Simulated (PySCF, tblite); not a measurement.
**C₄H₁₃NOSi: geometry, infrared bands and NMR shifts**

What infrared bands and NMR shifts should C₄H₁₃NOSi (`CN[Si@H](C)COC`) show?

The runs use tblite 0.8.0 and PySCF 2.14.0, with density-fitted response routines of our own; the level of theory stands in each step. All values are computed, except where a source is named. Atoms count from 0, in the outputs and in this text.

## Step 1: The molecule as given

20 atoms, charge 0, multiplicity 1; geometry from: force field or distance geometry start.

Bonds of the start (Å): C0–N1 1.43, N1–Si2 1.79, Si2–C3 1.84, Si2–C4 1.88, C4–O5 1.39, O5–C6 1.38, C0–H7 1.09, C0–H8 1.13, C0–H9 1.12, N1–H10 1.03, Si2–H11 1.48, C3–H12 1.13, C3–H13 1.11, C3–H14 1.13, C4–H15 1.10, C4–H16 1.11, C6–H17 1.11, C6–H18 1.11, C6–H19 1.12.

## Step 2: Optimising the geometry with GFN2-xTB

Job settings and geometry (Å):

```
{"job": {"kind": "relax", "xc": "GFN2-xTB", "basis": "xTB"}, "charge": 0, "multiplicity": 1}
C     -2.012800     1.897800     0.008500
N     -1.211600     1.021900     0.814500
Si    -0.564900    -0.264700    -0.247400
C     -1.674400    -1.729700    -0.366500
C      1.163300    -0.668000     0.370200
O      1.976400     0.239500    -0.289300
C      3.325600     0.144900     0.000000
H     -2.065200     1.483200    -0.998700
H     -1.474500     2.879800    -0.100400
H     -3.021300     2.027900     0.470300
H     -1.781000     0.613900     1.573600
H     -0.488700     0.330100    -1.598700
H     -2.037700    -2.081800     0.640100
H     -1.251700    -2.563600    -0.970900
H     -2.592500    -1.388200    -0.921500
H      1.176400    -0.619700     1.468300
H      1.384000    -1.673600    -0.038200
H      3.538700     0.289500     1.084600
H      3.885400     0.916500    -0.559800
H      3.721300    -0.845100    -0.341800
```

Run with:

```
$ OMP_NUM_THREADS=1 python probes_run.py task.json out
```

One launch serves the whole session: the jobs run in the order shown.

**Question.** This job is followed by: GFN2-xTB harmonic vibrations, gas phase; GIAO PBE0/pcSseg-1 NMR shielding, non-relativistic, gas phase. Predict these results of the whole session: strongest single infrared mode (GFN2-xTB); zero-point energy (GFN2-xTB); ¹³C shifts against TMS (PBE0/pcSseg-1); ¹H shifts against TMS (PBE0/pcSseg-1, means over atoms taken as alike); ¹⁵N shifts against NH3 (PBE0/pcSseg-1); ²⁹Si shifts against TMS (PBE0/pcSseg-1); ¹⁷O shifts against H2O (PBE0/pcSseg-1).

As calculated:

| quantity | value |
| --- | --- |
| strongest single infrared mode (GFN2-xTB) | 2126 cm⁻¹, 337 km/mol |
| zero-point energy (GFN2-xTB) | 104.6 kcal/mol |
| ¹³C shifts against TMS (PBE0/pcSseg-1) | 68.7, 65.9, 31.1, -5.5 ppm |
| ¹H shifts against TMS (PBE0/pcSseg-1, means over atoms taken as alike) | 5.05, 3.46, 3.11, 2.94, 2.73, 0.36, 0.02 ppm |
| ¹⁵N shifts against NH3 (PBE0/pcSseg-1) | 19.3 ppm |
| ²⁹Si shifts against TMS (PBE0/pcSseg-1) | -19.4 ppm |
| ¹⁷O shifts against H2O (PBE0/pcSseg-1) | 2.0 ppm |

Over 157 steps the energy fell by 0.959 eV; of the close pairs, N1–Si2 changed most, 1.789 to 1.719 Å. All 54 modes are real, so the xTB geometry is a minimum. The strongest single mode, at 2126 cm⁻¹, moves mainly H11. GFN2-xTB is a fitted tight-binding method: band positions and strengths are rough. Its intensities can rank the bands wrongly.
